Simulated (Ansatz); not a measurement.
# AsH2 (doublet): the correlation ladder at distance As1–H3 = 1.394 Å, cc-pVDZ

How much of the correlation energy of AsH2 (doublet) does each wave-function method recover here?

Program: Ansatz 0.2.0, Gaussian basis. Level of theory: cc-pVDZ, core rule «outside noble gas», up to 14 orbitals frozen. These are calculated values, not measurements.

Plan: UHF; CCSD(T) on ROHF; CCSD(T) on UHF; BCCD(T) on ROHF; CISD as a restricted active space (open shells left free, so some higher excitations enter); CCSDT(Q) on ROHF; CCSDT(Q) on UHF; CASSCF and MRCISD+Q, 3 electrons in 3 orbitals; CASSCF and NEVPT2, 3 electrons in 3 orbitals; CASSCF and MRCISD+Q, 7 electrons in 6 orbitals; CASSCF and NEVPT4(SD), 7 electrons in 6 orbitals; CASSCF and NEVPT2, 7 electrons in 6 orbitals; Full CI.

17 further runs of the same task are left out: 13 that didn't finish, 4 set aside as unsound or not needed. Runs told in other sessions of the task aren't counted.

**1. What is computed**

The geometry derives from a PBE0/def2-TZVP stationary point (not a proven minimum). One bond is set to the value named and the two fragments are kept rigid. No spin-orbit coupling is included. The filled d shell of As may be among the frozen orbitals whatever the setting's name suggests.

3 atoms, charge 0, spin multiplicity 2.

Atoms are counted from 1 here; the program's logs count them from 0.

Bond lengths: As1–H2 1.526 Å, As1–H3 1.394 Å. Angles: H2–As1–H3 90.7°.

**2. UHF**

File in.yaml:

```yaml
crystal:
  periodic: [false, false, false]
  atoms:
    - {symbol: As, position_ang: [0.000000, -0.026886, 0.001233]}
    - {symbol: H, position_ang: [0.000000, 1.045719, -1.084662]}
    - {symbol: H, position_ang: [0.000000, 0.952724, 0.992999]}
basis:
  gaussian: {orbitals: cc-pVDZ}
magnetization: {spin_polarized: true, initial_magnetization: 1}
hamiltonian: {xc: hf}
output: {orbitals: {seedname: orbitals}}
```

Started as:

```sh
ansatz run in.yaml --threads 1 --pin off --events-out ev --progress --plain --max-ram 2393MiB
```

The runs that follow: CCSD(T) on ROHF; CCSD(T) on UHF; BCCD(T) on ROHF; CISD as a restricted active space (open shells left free, so some higher excitations enter); CCSDT(Q) on ROHF; CCSDT(Q) on UHF; CASSCF and MRCISD+Q, 3 electrons in 3 orbitals; CASSCF and NEVPT2, 3 electrons in 3 orbitals; CASSCF and MRCISD+Q, 7 electrons in 6 orbitals; CASSCF and NEVPT4(SD), 7 electrons in 6 orbitals; CASSCF and NEVPT2, 7 electrons in 6 orbitals; Full CI.

Before running them: what should the planned runs give, taken together? Wanted: FCI from the RHF energy; RMP2 from FCI; UMP2 from FCI; RCCSD from FCI; RCCSD(T) from FCI; UCCSD(T) from FCI; RCCSDT(Q) from FCI; UCCSDT(Q) from FCI; NEVPT2 pair from FCI.

As calculated:

```
                         quantity                                                                                               value
          FCI from the ROHF energy                                                                                          -3.4940 eV
                    RMP2 from FCI                                                                                          +718.1 meV
                    UMP2 from FCI                                                                                          +724.0 meV
                   RCCSD from FCI                                                                                           +82.5 meV
                RCCSD(T) from FCI                                                                                           +16.0 meV
                UCCSD(T) from FCI                                                                                           +13.1 meV
               RCCSDT(Q) from FCI                                                                                            +0.2 meV
               UCCSDT(Q) from FCI                                                                                            -2.7 meV
             NEVPT2 pair from FCI                                                                                          +673.3 meV
           MRCISD+Q pair from FCI                                                                                           -19.7 meV
          NEVPT2 valence from FCI                                                                                          +628.5 meV
levels within 1 kcal/mol (43 meV)  RCCSD(T), UCCSD(T), BCCD(T), RCCSDT, UCCSDT, RCCSDT(Q), UCCSDT(Q), MRCISD+Q pair, MRCISD+Q valence
                    T1 diagnostic                                                                                               0.016
   effectively unpaired electrons                                                                                                1.04
```

In words: RCCSD(T) misses by +16.0 meV, 0.5 % of the correlation energy. UCCSDT(Q), MRCISD+Q pair, MRCISD+Q valence fall below full CI: unrestricted runs freeze a spin-polarised core, another one than full CI's, and coupled cluster isn't variational. One determinant dominates. Of the multireference levels listed MRCISD+Q valence comes nearest in total energy (-12.2 meV), which doesn't show that its space is the better one. These misses are within one basis, not against nature; the frozen cores of restricted and unrestricted runs differ, which can shift their rows.

Levels on UHF freeze UHF's core orbitals, full CI those of ROHF, so the U rows can settle a little off it for that reason alone.

With open shells the CI space here admits some higher excitations, so it is larger than plain CISD.
